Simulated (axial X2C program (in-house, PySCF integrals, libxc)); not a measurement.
# GeSi⁺: EOM-IP-CCSD levels

Wanted for GeSi⁺: EOM-IP-CCSD levels, at the two-component level.

Program: an in-house X2C program for linear molecules on PySCF integrals. Level of theory: two-component X2C with atomic mean-field terms, Ge dyall-cv3z, Si dyall-v3z. These are calculated values, not measurements.

## 1. Set-up

File task.json:

```json
{"zs": [32, 14], "q": 1, "bas": ["dyall-cv3z", "dyall-v3z"], "r0": 2.37, "eom": "ip", "rq": 0, "thr": -2.0, "nmax": 95, "grid": [1, 0.96, 1.045, 0.92, 1.09, 1.15]}
```

Keys: zs atomic numbers; q charge; bas basis sets; r0 starting distance in Å; eom kind of EOM run; thr threshold in hartree for freezing inner shells (an s shell follows its p shell); nmax most natural virtual spinors; grid distances as factors.

Launch:

```console
> python soeom.py task.json out
```

The runs that follow: EOM-IP-CCSD at 2.320 Å.

**Question.** What will these runs give? Wanted: next root led by one particle; T1 of the reference.

As calculated:

```
                     quantity                            value
       lowest root at 2.320 Å                Ω = 1/2, 7.961 eV
next root led by one particle  Ω = 1/2, about 1320 cm⁻¹ higher
          T1 of the reference                            0.014
```

In words: Removing an electron from the reference determinant of GeSi costs 7.96 eV and empties a spinor of 41% Si pσ, 38% Ge pσ, 7% Si sσ. The closed-shell reference lies 0.55 eV above the lowest determinant found, so these energies count from an excited configuration. Errors of 0.1 to 0.3 eV are usual at this size, and roots led by higher excitations are left out, so the list is incomplete, and low states of that kind can be missing. T1 or the largest double amplitude of the reference is raised, which lowers the reliability.
